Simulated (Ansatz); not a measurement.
The system is HfIn4SiO6.

```
Hf In Si O
1.0
     5.33162    0.01593   -0.04837
    -2.57933    4.88198   -0.01914
    -1.51813   -1.22216    9.45525
Hf In Si O
1 4 1 6
Direct
  0.23802 0.06928 0.40279
  0.14547 0.57471 0.87038
  0.52445 0.72220 0.34881
  0.57313 0.31316 0.12096
  0.88250 0.38531 0.56415
  0.88112 0.94770 0.03773
  0.26442 0.40613 0.48868
  0.95713 0.78886 0.48788
  0.83989 0.63938 0.98584
  0.99055 0.00270 0.21370
  0.13665 0.20373 0.97864
  0.56667 0.94684 0.00044
```

The cell was built by a generator and needn't be a form met in nature.

| Property | Result |
| --- | --- |
| Program | Ansatz 0.2.0 |
| Task | relaxation of cell and atoms |
| Functional | r2SCAN |
| Dispersion | D4 |
| Potentials or basis | Ansatz PAW |
| Cutoff | 500 eV (not typed: the program's choice for these potentials) |
| k mesh | 4 × 4 × 2 |
| Occupations | fermi-dirac, width 0.05 eV |
| Spin | no spin polarisation |

At the start: volume 20.49 Å³/atom.

Q: Where does the relaxation end?

A: It ends after 8 steps and the volume is 19.17 Å³/atom (-6.4 %); space group P1 (No. 1, to 0.05 Å).

Step by step:
| step | energy change (eV) | largest force (eV/Å) | volume (Å³) |
| --- | --- | --- | --- |
| 1 | 0.0000 | 0.3116 | 245.86 |
| 2 | -0.0402 | 0.9573 | 223.06 |
| 3 | -0.1596 | 0.3680 | 232.14 |
| 4 | -0.1653 | 0.2190 | 231.10 |
| 5 | -0.1687 | 0.0825 | 230.43 |
| 6 | -0.1692 | 0.0262 | 230.15 |
| 7 | -0.1693 | 0.0087 | 230.09 |
| 8 | -0.1645 | 0.0086 | 230.09 |

Final structure:
```xyz
12
Lattice="5.2253 0.0195 -0.0235 -2.5241 4.7497 -0.0051 -1.4465 -1.1420 9.2629" Properties=species:S:1:pos:R:3 pbc="T T T"
Hf    0.4773   -0.1534    3.7507
In   -1.9074    1.7698    8.0337
In    0.3994    3.0282    3.1707
In    2.0541    1.3610    1.1345
In    2.7997    1.1558    5.2532
Si    2.1775    4.4933    0.3153
O    -0.3793    1.3877    4.5248
O     2.2289    3.1596    4.5003
O     1.3922    1.9262    9.1125
O     4.8241   -0.1988    1.9569
O    -1.1724   -0.1061    9.0522
O     0.5822    4.5310   -0.0538
```

Caveat: the plane-wave basis is chosen anew once the cell has moved, so the energies of steps on either side of that aren't comparable; the PAW data sets come from PBE, with cores solved anew for the run's functional, which leaves a small shift of forces and pressure.
